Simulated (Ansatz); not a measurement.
# GaHCl₂: how energies converge with the basis set

An exercise on one series of results from a longer session: the logs are not shown, and one member is left open.

The runs use Ansatz 0.2.0, Gaussian basis; one geometry, several basis sets.

Levels to be run: PBE0-D4/def2-SVP; ωB97M-V/def2-SVP; PBE0-D4/def2-QZVPP; ωB97M-V/def2-QZVPP; the functionals' def2-TZVPP values are taken from earlier runs.

## Structure used throughout

All runs share one geometry, relaxed beforehand with PBE0-D4 in a triple-zeta def2 set.

SMILES `[Cl][GaH][Cl]`, 4 atoms, charge 0, spin multiplicity 1.

Atoms are counted from 1 here; the program's logs count them from 0.

Bond lengths: Cl1–Ga2 2.128 Å, Ga2–Cl3 2.128 Å, Ga2–H4 1.545 Å. Angles: Cl1–Ga2–Cl3 115.1°, Cl1–Ga2–H4 122.4°, Cl3–Ga2–H4 122.4°.

The first run:

Input file in.yaml:

```yaml
crystal:
  periodic: [false, false, false]
  atoms:
    - {symbol: Cl, position_ang: [-1.941107, -0.099160, -0.563355]}
    - {symbol: Ga, position_ang: [0.104319, 0.143893, -0.029422]}
    - {symbol: Cl, position_ang: [1.030962, -1.579914, 0.805820]}
    - {symbol: H, position_ang: [0.861325, 1.474880, -0.233345]}
basis:
  gaussian: {orbitals: def2-SVP}
hamiltonian: {xc: pbe0, dispersion: d4}
output: {orbitals: {seedname: orbitals}}
```

Among the steps run: PBE0-D4 in def2-SVP; ωB97M-V in def2-SVP; PBE0-D4 in def2-QZVPP; ωB97M-V in def2-QZVPP.

One of the session's tables, all rows but one given; the rest of the session is left out.

It belongs to the step «Density functionals: the series». 

| functional | basis | HOMO (eV) | LUMO (eV) |
| --- | --- | --- | --- |
| PBE0-D4 | def2-SVP | -9.01 | -1.58 |
| PBE0-D4 | def2-TZVPP | -9.16 | -1.73 |
| PBE0-D4 | def2-QZVPP | ? | ? |
| ωB97M-V | def2-SVP | -11.21 | 0.23 |
| ωB97M-V | def2-TZVPP | -11.39 | 0.02 |
| ωB97M-V | def2-QZVPP | -11.43 | -0.11 |

**Question.** Estimate the row for PBE0-D4, def2-QZVPP.

**Answer.** HOMO (eV): -9.19; LUMO (eV): -1.78. In the column «HOMO (eV)» it lies between ωB97M-V, def2-SVP (-11.21) and PBE0-D4, def2-TZVPP (-9.16).
